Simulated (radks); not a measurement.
# The series with 15 electrons, P to Cu¹⁴⁺

The task here is to estimate one member of a computed series from the others.

Program: radks (a radial shooting solver on a logarithmic mesh, Libxc functionals) version 1. Level of theory: scalar-relativistic Kohn-Sham, PBE, spin-unpolarised, spherical densities, finite nucleus. These are calculated values, not measurements, unless marked.

### What is computed

- electrons: 15
- ions: P, S⁺, Cl²⁺, Ar³⁺, K⁴⁺, Ca⁵⁺, Sc⁶⁺, Ti⁷⁺, V⁸⁺, Cr⁹⁺, Mn¹⁰⁺, Fe¹¹⁺, Co¹²⁺, Ni¹³⁺, Cu¹⁴⁺
- configuration: NIST ground configuration of each

Set-up of the first run:

Input:

```text
Z 15
configuration [Ne] 3s2 3p3
relativity scalar-relativistic
functional pbe,pbe
spin unpolarised
nucleus finite rms 3.1889 fm
c 137.035999084
```

Among the steps run: P, [Ne] 3s2 3p3; S⁺, [Ne] 3s2 3p3; Cl²⁺, [Ne] 3s2 3p3; Ar³⁺, [Ne] 3s2 3p3; K⁴⁺, [Ne] 3s2 3p3; Ca⁵⁺, [Ne] 3s2 3p3; Sc⁶⁺, [Ne] 3s2 3p3; Ti⁷⁺, [Ne] 3s2 3p3; V⁸⁺, [Ne] 3s2 3p3; Cr⁹⁺, [Ne] 3s2 3p3; Mn¹⁰⁺, [Ne] 3s2 3p3; Fe¹¹⁺, [Ne] 3s2 3p3; Co¹²⁺, [Ne] 3s2 3p3; Ni¹³⁺, [Ne] 3s2 3p3; Cu¹⁴⁺, [Ne] 3s2 3p3.

One table of the session follows, with a row left open; its other results are not shown here.

| ion | E (hartree) | ε(1s) (eV) | ε(2p) (eV) | ε(3s) (eV) | ε(3p) (eV) |
| --- | --- | --- | --- | --- | --- |
| P | -341.90189 | -2084.2 | -124.49 | -13.969 | -5.507 |
| S⁺ | -398.61304 | -2417.9 | -168.27 | -27.630 | -16.796 |
| Cl²⁺ | -459.98774 | -2780.0 | -219.61 | -44.917 | -31.685 |
| Ar³⁺ | -526.02095 | -3170.2 | -278.20 | -65.586 | -49.939 |
| K⁴⁺ | -596.71436 | -3588.4 | -343.92 | -89.528 | -71.448 |
| Ca⁵⁺ | -672.07329 | -4034.7 | -416.68 | -116.69 | -96.150 |
| Sc⁶⁺ | ? | ? | ? | ? | ? |
| Ti⁷⁺ | -836.82039 | -5011.7 | -583.20 | -180.53 | -155.00 |
| V⁸⁺ | -926.22898 | -5542.5 | -676.91 | -217.18 | -189.10 |
| Cr⁹⁺ | -1020.34318 | -6101.6 | -777.57 | -256.98 | -226.31 |
| Mn¹⁰⁺ | -1119.17611 | -6689.1 | -885.18 | -299.93 | -266.62 |
| Fe¹¹⁺ | -1222.74192 | -7305.0 | -999.74 | -346.02 | -310.03 |
| Co¹²⁺ | -1331.05550 | -7949.6 | -1121.3 | -395.26 | -356.53 |
| Ni¹³⁺ | -1444.13296 | -8622.8 | -1249.7 | -447.66 | -406.12 |
| Cu¹⁴⁺ | -1561.99048 | -9324.9 | -1385.2 | -503.23 | -458.82 |

Estimate the missing values for Sc⁶⁺.

As computed: E (hartree): -752.10546; ε(1s) (eV): -4509.2; ε(2p) (eV): -496.45; ε(3s) (eV): -147.02; ε(3p) (eV): -124.01. In the column «E (hartree)» it lies between Ti⁷⁺ (-836.82039) and Ca⁵⁺ (-672.07329).
